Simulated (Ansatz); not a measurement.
Run this with Ansatz 0.2.0, Python API and show what comes out.

Script `c2h5clf2si_opt.py`:
```python
"""Minimum-energy structure of C2H5ClF2Si."""

import warnings

import ansatz as az
import numpy as np


def main() -> None:
    warnings.simplefilter("ignore", az.DeckWarning)

    geometry_ang = [
        ("C", (0.3732, -1.02, -1.0373)),
        ("C", (0.6502, -0.0017, 0.0722)),
        ("Si", (-0.839, 0.8451, 0.8475)),
        ("F", (-1.7018, -0.257, 1.4832)),
        ("F", (-1.594, 1.6686, -0.2744)),
        ("Cl", (-0.1662, 2.1242, 2.3359)),
        ("H", (-0.1657, -0.4728, -1.8715)),
        ("H", (1.2831, -1.3997, -1.4532)),
        ("H", (-0.3103, -1.7743, -0.6524)),
        ("H", (1.3344, 0.7678, -0.2984)),
        ("H", (1.2014, -0.5372, 0.8691)),
    ]
    geometry = az.Crystal.molecule()
    for symbol, xyz in geometry_ang:
        geometry = geometry.atom(symbol, xyz)

    base = geometry.calculation()
    base = base.basis(gaussian="6-31G*").functional("pbe0")
    symbols = [site.symbol for site in geometry.cartesian_sites]
    start = np.array([site.position_ang for site in geometry.cartesian_sites], dtype=float)
    def progress(event):
        if event["event"] == "relax_step":
            row = event["data"]
            print(f"step {row['step']:3d}  E = {row['lagrangian_ev']:.6f} eV  max force {row['allowed_force_max_ev_ang']:.4f} eV/A")


    data = base.relax(force_tolerance=0.005).session().plan().execute(on_event=progress).report
    end = np.array(data["positions_ang"])

    print("reference energy %16.6f eV" % data["reference_energy_ev"])
    print("total energy     %16.6f eV" % data["free_energy_ev"])
    print("occupied (up, down):", data["n_occupied"], " virtual:", data["n_virtual"], " frozen:", data["n_frozen"])

    print("bond        before    after (A)")
    for i, j in [(0, 1), (0, 6), (0, 7), (0, 8), (1, 2), (1, 9), (1, 10), (2, 3), (2, 4), (2, 5)]:
        d0, d1 = (np.linalg.norm(xyz[i] - xyz[j]) for xyz in (start, end))
        print(f"{symbols[i]}{i}-{symbols[j]}{j}".ljust(10), f"{d0:8.4f} {d1:8.4f}")
    with open("c2h5clf2si_opt.xyz", "w") as handle:
        handle.write(f"{len(symbols)}\nrelaxed C2H5ClF2Si\n")
        handle.writelines(f"{s:2s} {x:11.6f} {y:11.6f} {z:11.6f}\n" for s, (x, y, z) in zip(symbols, end))


if __name__ == "__main__":
    main()
```

Running `python c2h5clf2si_opt.py` prints:
```text
step   1  E = -27978.547424 eV  max force 3.2302 eV/A
step   2  E = -27978.757263 eV  max force 1.4809 eV/A
step   3  E = -27978.806252 eV  max force 0.4215 eV/A
step   4  E = -27978.814195 eV  max force 0.1178 eV/A
step   5  E = -27978.816204 eV  max force 0.0670 eV/A
step   6  E = -27978.816416 eV  max force 0.0183 eV/A
step   7  E = -27978.816458 eV  max force 0.0069 eV/A
step   8  E = -27978.816461 eV  max force 0.0066 eV/A
step   9  E = -27978.816463 eV  max force 0.0024 eV/A
reference energy    -27978.816487 eV
total energy        -27978.816487 eV
occupied (up, down): [33, 33]  virtual: [75, 75]  frozen: 0
bond        before    after (A)
C0-C1        1.5312   1.5329
C0-H6        1.1339   1.0948
C0-H7        1.0701   1.0947
C0-H8        1.0883   1.0948
C1-Si2       1.8804   1.8485
C1-H9        1.0944   1.0975
C1-H10       1.1071   1.0975
Si2-F3       1.5373   1.5968
Si2-F4       1.5833   1.5968
Si2-Cl5      2.0746   2.0426
```

`c2h5clf2si_opt.xyz`, as written:
```text
11
relaxed C2H5ClF2Si
C     0.338044   -0.978652   -1.038816
C     0.709084    0.001260    0.080013
Si   -0.762684    0.823206    0.838411
F    -1.766843   -0.248084    1.466033
F    -1.595318    1.642728   -0.250166
Cl   -0.228047    2.121309    2.322051
H    -0.189894   -0.471740   -1.852949
H     1.234466   -1.444026   -1.460949
H    -0.310427   -1.778915   -0.667870
H     1.377869    0.786361   -0.295177
H     1.259051   -0.510448    0.880120
```

Reading the output:
- Total energies depend on the basis set; only differences at equal settings carry meaning.
- The end point is the stationary point reached from this start; no frequency run checks that it is a minimum, and the basis set is modest.
- Wall time of the script: 71 s on 1 thread of Arm Neoverse V1, with other jobs on the host, peak memory 0.33 GiB.

(Lines on the test bed's own set-up are left out of the output.)
